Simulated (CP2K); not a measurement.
**C2H4ClFO2Si (SMILES CC(=O)O[SiH](F)Cl): levels of theory compared**

Aim: a comparison of 3 runs (GFN2-xTB, PM6, IPEA1-xTB) of C2H4ClFO2Si. 

The results are computed with CP2K 2026.2.

1 further run of the same task is left out (it didn't finish).

## 1. The system as given

C2H4ClFO2Si has 11 atoms, charge 0, and is taken as a singlet. SMILES: `CC(=O)O[SiH](F)Cl`. The shape comes from a force field and isn't a relaxed structure. This is one conformer, not always the lowest.

Bond lengths: C1–C2 1.454 Å, C2–O3 1.212 Å, C2–O4 1.384 Å, O4–Si5 1.578 Å, Si5–F6 1.612 Å, Si5–Cl7 2.039 Å, C1–H8 1.040 Å, C1–H9 1.057 Å, C1–H10 1.159 Å, Si5–H11 1.475 Å. Some angles: C1–C2–O3 124.3°, C1–C2–O4 110.9°, O3–C2–O4 124.8°, C2–O4–Si5 125.3°, O4–Si5–F6 109.6°, O4–Si5–Cl7 107.0°, F6–Si5–Cl7 109.3°, C2–C1–H8 112.7°, C2–C1–H9 112.1°, C2–C1–H10 108.1°.

## 2. Energy and forces at GFN2-xTB (run 1)

Contents of molecule.xyz:

```xyz
11

C     -1.865000     0.323300    -0.348400
C     -0.504900     0.584600     0.094300
O     -0.138500     1.625100     0.596300
O      0.316400    -0.499500    -0.164400
Si     1.834800    -0.613000     0.249100
F      1.942900    -0.954800     1.820300
Cl     2.632300    -2.148000    -0.830800
H     -2.304600    -0.472800     0.156100
H     -1.930100     0.227500    -1.399300
H     -2.509700     1.254300    -0.101000
H      2.591800     0.616300    -0.051600
```

Contents of run.py:

```python
import numpy as np
from ase.io import read
from ase.calculators.cp2k import CP2K

atoms = read("molecule.xyz")
atoms.set_cell([17.1, 15.8, 15.2])
atoms.center()
inp = """
&FORCE_EVAL
  METHOD QUICKSTEP
  &DFT
    CHARGE 0
    MULTIPLICITY 1
    &QS
      METHOD XTB
      EPS_DEFAULT 1.0E-12
      &XTB
        GFN_TYPE TBLITE
        &TBLITE
          METHOD GFN2
        &END TBLITE
        CHECK_ATOMIC_CHARGES F
      &END XTB
    &END QS
    &POISSON
      PERIODIC NONE
      POISSON_SOLVER ANALYTIC
    &END POISSON
    &SCF
      SCF_GUESS ATOMIC
      EPS_SCF 1.0E-07
      MAX_SCF 83
      ADDED_MOS 8
      LEVEL_SHIFT 0.1
      &DIAGONALIZATION
        ALGORITHM STANDARD
      &END DIAGONALIZATION
      &MIXING
        METHOD DIRECT_P_MIXING
        ALPHA 0.1
      &END MIXING
      &SMEAR ON
        METHOD FERMI_DIRAC
        ELECTRONIC_TEMPERATURE [K] 300
      &END SMEAR
    &END SCF
    &PRINT
      &MOMENTS
        PERIODIC F
        REFERENCE COM
        MAX_MOMENT 1
      &END MOMENTS
      &MO ON
        ENERGIES T
        OCCUPATION_NUMBERS T
        NDIGITS 6
        &EACH
          QS_SCF 0
        &END EACH
        ADD_LAST NUMERIC
      &END MO
      &HIRSHFELD OFF
      &END HIRSHFELD
    &END PRINT
  &END DFT
  &SUBSYS
  &END SUBSYS
&END FORCE_EVAL
"""
calc = CP2K(command="cp2k.psmp -s", label="job", inp=inp, basis_set=None, basis_set_file=None, potential_file=None, pseudo_potential=None, xc=None, cutoff=None, max_scf=None, charge=None, uks=False,
            force_eval_method=None, print_level="LOW", poisson_solver=None, stress_tensor=False)
atoms.calc = calc
e = atoms.get_potential_energy()
f = atoms.get_forces()
print(f"energy = {e:.6f} eV")
print("forces (eV/angstrom):")
for s, v in zip(atoms.get_chemical_symbols(), f):
    print(f"{s:2s} {v[0]:10.5f} {v[1]:10.5f} {v[2]:10.5f}")
```

Started as:

```
$ OMP_NUM_THREADS=1 python run.py
```

Standard output:

```text
energy = -697.273499 eV
forces (eV/angstrom):
C    -1.73088    2.97697    0.29030
C     1.16981    0.95139    0.55095
O     0.13815   -1.73237   -0.62826
O    -1.97035    1.09507    0.08945
Si    2.71603   -0.15859   -0.06565
F    -0.10255    0.07413   -0.37893
Cl   -0.45788    0.52714    0.48618
H    -0.55046   -1.53660    0.61515
H     0.09261   -0.47253   -1.02393
H     0.95898   -1.23360   -0.24423
H    -0.26347   -0.49102    0.30897
```

job.out:

```text
CP2K| version string:                                       CP2K version 2026.2
 CP2K| Input file name                                                   job.inp

[... 19 lines left out ...]
 *** WARNING in qs_kind_types.F:2330 :: Information provided in the input ***
[... 11 lines left out ...]
 *** WARNING in qs_kind_types.F:2330 :: Information provided in the input ***
[... 101 lines left out ...]
  Repulsive potential energy:                                   0.16893172637631
[... 4 lines left out ...]
  Electronic entropic energy:                                  -0.00000000000000
[... 5 lines left out ...]
 TB_DIPOLE| Dipole type                                             non-periodic
[... 3 lines left out ...]
 TB_DIPOLE| Derivative [a.u.]       0.00000000       0.00000000       0.00000000
[... 39 lines left out ...]
 -------------------------------------------------------------------------------
```

It took 1.3 s on 1 thread of AMD EPYC 9R45 (Zen 5), shared host; peak memory 0.19 GiB.

## 3. Energy and gradient at PM6 (run 2)

Contents of job.inp:

```
&GLOBAL
    PROJECT_NAME job
    RUN_TYPE ENERGY_FORCE
    PRINT_LEVEL MEDIUM
&END GLOBAL

&FORCE_EVAL
    METHOD Quickstep
    &DFT
        ! Quickstep
        &QS
            METHOD PM6
            EPS_DEFAULT 1.0E-10
            &SE
                &COULOMB
                    CUTOFF [angstrom] 50
                    RC_RANGE [angstrom] 0
                &END COULOMB
                &EXCHANGE
                    CUTOFF [angstrom] 50
                    RC_RANGE [angstrom] 0
                &END EXCHANGE
            &END SE
        &END QS
        &POISSON
            PERIODIC NONE
            POISSON_SOLVER ANALYTIC
        &END POISSON
        ! self-consistent field
        &SCF
            SCF_GUESS ATOMIC
            EPS_SCF 1.0E-07
            MAX_SCF 50
            &OT
                MINIMIZER DIIS
                PRECONDITIONER FULL_ALL
            &END OT
            &OUTER_SCF
                EPS_SCF 1.0E-07
                MAX_SCF 8
            &END OUTER_SCF
        &END SCF
        &PRINT
            &MOMENTS
                PERIODIC F
                REFERENCE COM
                MAX_MOMENT 1
            &END MOMENTS
            &MO_CUBES
                NLUMO 5
                NHOMO -1
                WRITE_CUBE F
            &END MO_CUBES
            &HIRSHFELD OFF
            &END HIRSHFELD
        &END PRINT
    &END DFT
    &SUBSYS
        &CELL
            ABC 17.1 15.8 15.2
            PERIODIC NONE
        &END CELL
        &COORD
            C      6.623700     8.484750     7.041100
            C      7.983800     8.746050     7.483800
            O      8.350200     9.786550     7.985800
            O      8.805100     7.661950     7.225100
            Si    10.323500     7.548450     7.638600
            F     10.431600     7.206650     9.209800
            Cl    11.121000     6.013450     6.558700
            H      6.184100     7.688650     7.545600
            H      6.558600     8.388950     5.990200
            H      5.979000     9.415750     7.288500
            H     11.080500     8.777750     7.337900
        &END COORD
    &END SUBSYS
    ! extra output
    &PRINT
        &FORCES ON
        &END FORCES
    &END PRINT
&END FORCE_EVAL
```

Started as:

```
$ OMP_NUM_THREADS=1 cp2k.psmp -i job.inp > job.out 2>&1
```

Standard output:

```text
CP2K| version string:                                       CP2K version 2026.2
[...]
 GLOBAL| Method name                                                        CP2K
[...]
 GLOBAL| Run type                                                   ENERGY_FORCE
[...]
                             - Atoms:                                         11
[...]
                             - Spherical basis functions:                     42
[...]
 Number of electrons:                                                         42
[...]
     1 OT DIIS     0.15E+00    0.0     0.27143030       -53.7849556239 -5.38E+01
[...]
     9 OT DIIS     0.15E+00    0.0     0.00000004       -61.9337993045 -3.11E-12
  *** SCF run converged in     9 steps ***
  Core-core repulsion energy [eV]:                           3688.97528498144948
  Core Hamiltonian energy [eV]:                             -2793.66581598841594
  Two-electron integral energy [eV]:                        -5161.22771112739520
  Electronic energy [eV]:                                   -5374.27967155211354
  Total energy [eV]:                                        -1685.30438657066384
  Atomic reference energy [eV]:                              1674.94101638508596
  Heat of formation [kcal/mol]:                              -238.98501279893375
[...]
 ENERGY| Total FORCE_EVAL ( QS ) energy [hartree]            -61.933799304536734
 FORCES| Atomic forces [hartree/bohr]
 FORCES|   Atom     x               y               z               |f|
 FORCES|      1 -2.27028767E-02  4.28987353E-02  5.66554010E-03   4.88653297E-02
 FORCES|      2 -4.71388603E-03  2.50054657E-02  7.43170855E-03   2.65089480E-02
 FORCES|      3  6.39772793E-03 -1.30496620E-02 -2.88426597E-03   1.48170034E-02
 FORCES|      4 -3.23496499E-02  2.08652108E-02 -2.19316320E-03   3.85573188E-02
 FORCES|      5  8.26957034E-02 -3.04142683E-02  1.37119446E-02   8.91718818E-02
 FORCES|      6 -1.30219131E-03  5.43768378E-03 -2.18979435E-02   2.26005318E-02
 FORCES|      7 -7.65560058E-03  1.23743898E-02  1.17976230E-02   1.87327962E-02
 FORCES|      8 -1.53002710E-02 -2.79381640E-02  1.08525467E-02   3.36514051E-02
 FORCES|      9 -3.61774146E-03 -8.10387486E-03 -2.37071493E-02   2.53138256E-02
 FORCES|     10  8.42446405E-03 -1.59524887E-02 -4.02798629E-03   1.84845385E-02
 FORCES|     11 -9.87567849E-03 -1.11230276E-02  5.25114525E-03   1.57741971E-02
 FORCES| Sum     1.17961196E-15  7.87564458E-16 -4.51028104E-16
 FORCES| Total atomic force                                       1.48834422E-15
[...]
```

Wall time 1.3 s (1 thread of AMD EPYC 9R45 (Zen 5), shared host); peak memory 0.19 GiB.

## 4. Energy and forces at IPEA1-xTB (run 3)

Contents of gas.inp:

```
&GLOBAL
   PROJECT gas
   RUN_TYPE ENERGY_FORCE
   PRINT_LEVEL MEDIUM
&END

&FORCE_EVAL
   METHOD QS
   &DFT
      &QS
         METHOD XTB
         EPS_DEFAULT 1.0E-10
         &XTB
            GFN_TYPE TBLITE
            &TBLITE
               METHOD IPEA1
            &END
            CHECK_ATOMIC_CHARGES F
         &END
      &END
      &POISSON
         PERIODIC NONE
         POISSON_SOLVER ANALYTIC
      &END
      &SCF
         SCF_GUESS ATOMIC
         EPS_SCF 1.0E-08
         MAX_SCF 150
         ADDED_MOS 2
         &DIAGONALIZATION
            ALGORITHM STANDARD
         &END
         &MIXING
            METHOD DIRECT_P_MIXING
            ALPHA 0.4
         &END
         &SMEAR ON
            METHOD FERMI_DIRAC
            ELECTRONIC_TEMPERATURE [K] 300
         &END
      &END
      &PRINT
         &MOMENTS
            PERIODIC F
            REFERENCE COM
            MAX_MOMENT 1
         &END
         &MO ON
            ENERGIES T
            OCCUPATION_NUMBERS T
            NDIGITS 6
            &EACH
               QS_SCF 0
            &END
            ADD_LAST NUMERIC
         &END
         &HIRSHFELD OFF
         &END
      &END
   &END
   &SUBSYS
      &CELL
         ABC 17.1 15.8 15.2
         PERIODIC NONE
      &END
      &COORD
         C     -1.865000     0.323300    -0.348400
         C     -0.504900     0.584600     0.094300
         O     -0.138500     1.625100     0.596300
         O      0.316400    -0.499500    -0.164400
         Si     1.834800    -0.613000     0.249100
         F      1.942900    -0.954800     1.820300
         Cl     2.632300    -2.148000    -0.830800
         H     -2.304600    -0.472800     0.156100
         H     -1.930100     0.227500    -1.399300
         H     -2.509700     1.254300    -0.101000
         H      2.591800     0.616300    -0.051600
      &END
      &TOPOLOGY
         &CENTER_COORDINATES
         &END
      &END
   &END
   &PRINT
      &FORCES ON
      &END
   &END
&END
```

Started as:

```
$ OMP_NUM_THREADS=1 cp2k.psmp gas.inp > gas.out
```

Standard output:

```text
CP2K| version string:                                       CP2K version 2026.2
[...]
 GLOBAL| Method name                                                        CP2K
[...]
 GLOBAL| Run type                                                   ENERGY_FORCE
[...]
                             - Atoms:                                         11
[...]
                             - Spherical basis functions:                     51
[...]
 Number of electrons:                                                         42
[...]
  *** SCF run converged in    24 steps ***
[...]
  Fermi energy:                                                -0.27628378133057
[...]
 TB_DIPOLE| Moment [Debye]         -2.04573759      -0.10279896      -1.56436941
 TB_DIPOLE| Derivative [a.u.]       0.00000000       0.00000000       0.00000000
[...]
 ENERGY| Total FORCE_EVAL ( QS ) energy [hartree]            -28.475681688692806
 FORCES| Atomic forces [hartree/bohr]
 FORCES|   Atom     x               y               z               |f|
 FORCES|      1 -4.58995647E-02  7.82961626E-02  7.49791132E-03   9.10674354E-02
 FORCES|      2  2.79948514E-02  8.31338798E-03  8.44567018E-03   3.03998925E-02
 FORCES|      3  6.82088981E-03 -3.88685724E-02 -1.33896639E-02   4.16722157E-02
 FORCES|      4 -2.31494661E-02  4.41316212E-02  1.16623486E-02   5.11811308E-02
 FORCES|      5  4.21755009E-02 -1.40148015E-02 -5.80712009E-03   4.48208677E-02
 FORCES|      6  2.42184693E-03  4.12796976E-03 -1.86454297E-02   1.92498708E-02
 FORCES|      7 -1.18617882E-02  2.44811384E-02  1.96737847E-02   3.35721009E-02
 FORCES|      8 -1.61001987E-02 -4.12140922E-02  1.88269616E-02   4.80860923E-02
 FORCES|      9  1.88512310E-03 -1.07979749E-02 -2.97105573E-02   3.16680780E-02
 FORCES|     10  2.39440509E-02 -3.21331161E-02 -6.70828868E-03   4.06307255E-02
 FORCES|     11 -8.23124535E-03 -2.23217229E-02  8.15438331E-03   2.51496855E-02
 FORCES| Sum     1.43982049E-16  7.97972799E-17  3.66026653E-16
 FORCES| Total atomic force                                       4.01340189E-16
[...]
```

Wall time 0.88 s (1 thread of AMD EPYC 9R45 (Zen 5), shared host); peak memory 0.19 GiB.

## 5. All runs side by side

| run | level | iteration cap | solver | energy (Eh) | dipole moment (D) | HOMO energy (eV) | LUMO energy (eV) | wall time |
| --- | --- | --- | --- | --- | --- | --- | --- | --- |
| 1 | GFN2-xTB | 83 | DIAG | -25.624331 | 2.58 | -12.04 | -7.62 | 1.3 s |
| 2 | PM6 | 50 | OT | -61.933799 | 3.47 | – | – | 1.3 s |
| 3 | IPEA1-xTB | 150 | DIAG | -28.475682 | 2.58 | -12.56 | -6.64 | 0.88 s |

## 6. Outcome

```
                                        quantity         value
                             run 3: total energy  -28.47568 Eh
run 3: dipole moment (from atomic charges alone)        2.58 D
                              run 3: HOMO energy     -12.56 eV
                              run 3: LUMO energy      -6.64 eV
                            run 3: HOMO–LUMO gap       5.92 eV
                 run 3: largest force on an atom    4.683 eV/Å
```

The dipole moment (its size) runs from 2.58 D (GFN2-xTB) to 3.47 D (PM6). Some of these are taken from atomic charges alone. Force-field and semi-empirical energies have zeros of their own, so their totals don't compare. All runs together took 3.5 s, the longest 1.3 s.
